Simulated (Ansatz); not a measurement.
BrClH₂Si, SMILES Cl[SiH2]Br: the interaction energy of a dimer with the counterpoise correction, run with the Python package of Ansatz (0.2.0).

`brclh2si_dimer.py`
```python
"""Interaction energy of two BrClH2Si molecules, with the counterpoise correction."""

import ansatz as az

BASIS_SET = "def2-SVPD"
XC = "b3lyp"

FIRST = [
    ("Cl", (-0.9132, -0.5251, 1.6791)),
    ("Si", (0.1174, -0.0597, -0.0177)),
    ("Br", (-1.0381, 1.3633, -1.2956)),
    ("H", (0.4211, -1.3178, -0.7534)),
    ("H", (1.4127, 0.5391, 0.3878)),
]
SECOND = [
    ("Cl", (1.5359, -4.0721, 4.4433)),
    ("Si", (1.7166, -2.2328, 3.5817)),
    ("Br", (2.4188, -2.4009, 1.4671)),
    ("H", (2.6552, -1.413, 4.3962)),
    ("H", (0.3894, -1.5726, 3.6384)),
]

def energy(atoms, ghosts=()):
    molecule = az.Crystal.molecule()
    for symbol, xyz in atoms:
        molecule = molecule.atom(symbol, xyz)
    calc = (
        molecule.calculation()
        .basis(gaussian=BASIS_SET)
        .functional(XC)
    )
    deck = calc.input()
    if ghosts:
        deck = deck.set(az.key.basis.gaussian.ghost_atoms, [{"symbol": s, "position_ang": list(xyz)} for s, xyz in ghosts])
    return az.Session.from_dict(deck).plan().execute().report["free_energy_ev"]


def main() -> None:
    # ghost atoms carry the functions of the partner
    both = energy(FIRST + SECOND)
    alone = energy(FIRST) + energy(SECOND)
    ghosted = energy(FIRST, SECOND) + energy(SECOND, FIRST)
    print(f"dimer {both:.6f} eV")
    print(f"interaction, uncorrected   {(both - alone):8.3f} eV")
    print(f"interaction, counterpoise  {(both - ghosted):8.3f} eV")
    print(f"basis-set superposition    {(alone - ghosted):8.3f} eV")


if __name__ == "__main__":
    main()
```

How large is the interaction at this pose, and how much of it is basis-set superposition?

Uncorrected it is 0.108 eV, with the counterpoise correction 0.162 eV; the difference, 0.05 eV, is the superposition error. In this basis both values are repulsive.

The run itself:

```console
$ python brclh2si_dimer.py
dimer -180937.229082 eV
interaction, uncorrected      0.108 eV
interaction, counterpoise     0.162 eV
basis-set superposition       0.054 eV
```

Notes:
- Total energies depend on the basis set; only differences at equal settings carry meaning.
- The dimer is a generated trial pose of unrelaxed monomers, not a minimum, so the figure is no binding energy, and the basis set is small.
- b3lyp holds the VWN-RPA fit, as in Gaussian; the form of ORCA and Turbomole is b3lyp5.
- This level lacks the dispersion part of the attraction (electrostatics and induction are there), which can decide the sign where the interaction is weak.
- Hardware and time: 32 s on 1 thread of Intel(R) Xeon(R) 6975P-C (Granite Rapids) (shared host), peak memory 0.86 GiB.
